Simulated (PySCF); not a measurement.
# C2H6Se (dimethylselenide): the cost of one run

Computed with PySCF 2.14.0, with density-fitted response routines of our own, on a single molecule, in the gas phase or a continuum. Atoms are numbered from 0 throughout.

### 1 The starting structure

9 atoms, charge 0, multiplicity 1; geometry from: GFN2-xTB. The atoms were then displaced at random by about 0.01 Å, so the start is not that level's minimum.

Bonds of the start (Å): C0–Se1 1.98, Se1–C2 1.96, C0–H3 1.06, C0–H4 1.08, C0–H5 1.10, C2–H6 1.10, C2–H7 1.06, C2–H8 1.11.

### 2 Relaxing the molecule at PBE0-D3(BJ)/def2-TZVP

What the job is given:

```
{"job": {"xc": "PBE0", "basis": "def2-TZVP", "d3": "d3bj", "grid": 2, "shake": 0.01, "kind": "geom"}, "charge": 0, "multiplicity": 1}
C      1.393720     0.375040     0.350790
Se     0.082240     0.590430    -1.112080
C     -1.390080    -0.396100    -0.276720
H      1.605100    -0.653670     0.507230
H      2.283670     0.901490     0.039060
H      0.963140     0.861860     1.243900
H     -1.036610    -1.416350    -0.076480
H     -2.194420    -0.385620    -0.961780
H     -1.648950     0.105760     0.679580
```

Command:

```bash
$ OMP_NUM_THREADS=1 python probes_run.py task.json out
```

This one command runs all jobs of the session in turn.

**Question.** How long does this first job take on 1 thread of Arm Neoverse V1, shared host, and how much memory does it need?

About 68 s, with a peak of 0.6 GiB.
